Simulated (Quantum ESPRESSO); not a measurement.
Here is a Quantum ESPRESSO 7.5 calculation.

Contents of pw.in:

```
&CONTROL
  calculation = 'scf'
  prefix = 'pwscf'
  outdir = './tmp'
  pseudo_dir = './pseudo'
  tprnfor = .true.
  tstress = .true.
  disk_io = 'low'
/
&SYSTEM
  ibrav = 0
  nat = 3
  ntyp = 2
  ecutwfc = 45
  ecutrho = 360
  nbnd = 15
  occupations = 'smearing'
  smearing = 'mp'
  degauss = 0.01469973
  vdw_corr = 'grimme-d3'
  dftd3_version = 4
/
&ELECTRONS
  conv_thr = 6d-10
  electron_maxstep = 120
  mixing_beta = 0.5
/
ATOMIC_SPECIES
As    74.9216 as_pbe_v1.uspp.F.UPF
S     32.0600 s_pbe_v1.4.uspp.F.UPF
CELL_PARAMETERS angstrom
   3.6494184500    0.0000000000    0.0000000000
  -1.8247092300    3.1604890900    0.0000000000
   0.0000000000    0.0000000000    5.9135843700
ATOMIC_POSITIONS crystal
As     0.0000000000    0.0000000000    0.0000000000
S      0.3333333300    0.6666666700    0.2500000000
S      0.6666666700    0.3333333300    0.7500000000
K_POINTS automatic
8 8 5 0 0 0
```

pp_density.in

```
&INPUTPP
  prefix = 'pwscf'
  outdir = './tmp'
  filplot = 'density.dat'
  plot_num = 0
/
&PLOT
  nfile = 1
  filepp(1) = 'density.dat'
  iflag = 3
  output_format = 6
  fileout = 'density.cube'
/
```

pp_potential.in

```
&INPUTPP
  prefix = 'pwscf'
  outdir = './tmp'
  filplot = 'potential.dat'
  plot_num = 11
/
&PLOT
  nfile = 1
  filepp(1) = 'potential.dat'
  iflag = 3
  output_format = 6
  fileout = 'potential.cube'
/
```

The input bands.in:

```
&CONTROL
  calculation = 'bands'
  prefix = 'pwscf'
  outdir = './tmp'
  pseudo_dir = './pseudo'
  disk_io = 'low'
  verbosity = 'high'
/
&SYSTEM
  ibrav = 0
  nat = 3
  ntyp = 2
  ecutwfc = 45
  ecutrho = 360
  nbnd = 15
  occupations = 'smearing'
  smearing = 'mp'
  degauss = 0.01469973
  vdw_corr = 'grimme-d3'
  dftd3_version = 4
/
&ELECTRONS
  conv_thr = 1d-08
  electron_maxstep = 120
  mixing_beta = 0.5
  diago_full_acc = .true.
/
ATOMIC_SPECIES
As    74.9216 as_pbe_v1.uspp.F.UPF
S     32.0600 s_pbe_v1.4.uspp.F.UPF
CELL_PARAMETERS angstrom
   3.6494184500    0.0000000000    0.0000000000
  -1.8247092300    3.1604890900    0.0000000000
   0.0000000000    0.0000000000    5.9135843700
ATOMIC_POSITIONS crystal
As     0.0000000000    0.0000000000    0.0000000000
S      0.3333333300    0.6666666700    0.2500000000
S      0.6666666700    0.3333333300    0.7500000000
K_POINTS crystal
60
 0.0000000000  0.0000000000  0.0000000000 1
 0.0714285714  0.0000000000  0.0000000000 1
 0.1428571429  0.0000000000  0.0000000000 1
 0.2142857143  0.0000000000  0.0000000000 1
 0.2857142857  0.0000000000  0.0000000000 1
 0.3571428571  0.0000000000  0.0000000000 1
 0.4285714286  0.0000000000  0.0000000000 1
 0.5000000000  0.0000000000  0.0000000000 1
 0.4583333333  0.0833333333  0.0000000000 1
 0.4166666667  0.1666666667  0.0000000000 1
 0.3750000000  0.2500000000  0.0000000000 1
 0.3333333333  0.3333333333  0.0000000000 1
 0.2962962963  0.2962962963  0.0000000000 1
 0.2592592593  0.2592592593  0.0000000000 1
 0.2222222222  0.2222222222  0.0000000000 1
 0.1851851852  0.1851851852  0.0000000000 1
 0.1481481481  0.1481481481  0.0000000000 1
 0.1111111111  0.1111111111  0.0000000000 1
 0.0740740741  0.0740740741  0.0000000000 1
 0.0370370370  0.0370370370  0.0000000000 1
 0.0000000000  0.0000000000  0.0000000000 1
 0.0000000000  0.0000000000  0.1250000000 1
 0.0000000000  0.0000000000  0.2500000000 1
 0.0000000000  0.0000000000  0.3750000000 1
 0.0000000000  0.0000000000  0.5000000000 1
 0.0625000000  0.0000000000  0.5000000000 1
 0.1250000000  0.0000000000  0.5000000000 1
 0.1875000000  0.0000000000  0.5000000000 1
 0.2500000000  0.0000000000  0.5000000000 1
 0.3125000000  0.0000000000  0.5000000000 1
 0.3750000000  0.0000000000  0.5000000000 1
 0.4375000000  0.0000000000  0.5000000000 1
 0.5000000000  0.0000000000  0.5000000000 1
 0.4666666667  0.0666666667  0.5000000000 1
 0.4333333333  0.1333333333  0.5000000000 1
 0.4000000000  0.2000000000  0.5000000000 1
 0.3666666667  0.2666666667  0.5000000000 1
 0.3333333333  0.3333333333  0.5000000000 1
 0.3030303030  0.3030303030  0.5000000000 1
 0.2727272727  0.2727272727  0.5000000000 1
 0.2424242424  0.2424242424  0.5000000000 1
 0.2121212121  0.2121212121  0.5000000000 1
 0.1818181818  0.1818181818  0.5000000000 1
 0.1515151515  0.1515151515  0.5000000000 1
 0.1212121212  0.1212121212  0.5000000000 1
 0.0909090909  0.0909090909  0.5000000000 1
 0.0606060606  0.0606060606  0.5000000000 1
 0.0303030303  0.0303030303  0.5000000000 1
 0.0000000000  0.0000000000  0.5000000000 1
 0.5000000000  0.0000000000  0.5000000000 1
 0.5000000000  0.0000000000  0.4000000000 1
 0.5000000000  0.0000000000  0.3000000000 1
 0.5000000000  0.0000000000  0.2000000000 1
 0.5000000000  0.0000000000  0.1000000000 1
 0.5000000000  0.0000000000  0.0000000000 1
 0.3333333333  0.3333333333  0.0000000000 1
 0.3333333333  0.3333333333  0.1250000000 1
 0.3333333333  0.3333333333  0.2500000000 1
 0.3333333333  0.3333333333  0.3750000000 1
 0.3333333333  0.3333333333  0.5000000000 1
```

Potentials or basis: GBRV 1.5 PBE.

The run is started by

```sh
$ OMP_NUM_THREADS=1 pw.x -in pw.in > pw.out
$ OMP_NUM_THREADS=1 pp.x -in pp_density.in > pp_density.out
$ OMP_NUM_THREADS=1 pp.x -in pp_potential.in > pp_potential.out
$ OMP_NUM_THREADS=1 pw.x -in bands.in > bands.out
```

(1) Estimate the band gap on the k mesh.

(2) Estimate the pressure.

(3) Predict the largest force.

Answers

(1) none (metal or under the smearing width).

(2) -7.6 GPa.

(3) 0.522 eV/Å.

Caveat: some levels on the path didn't converge.
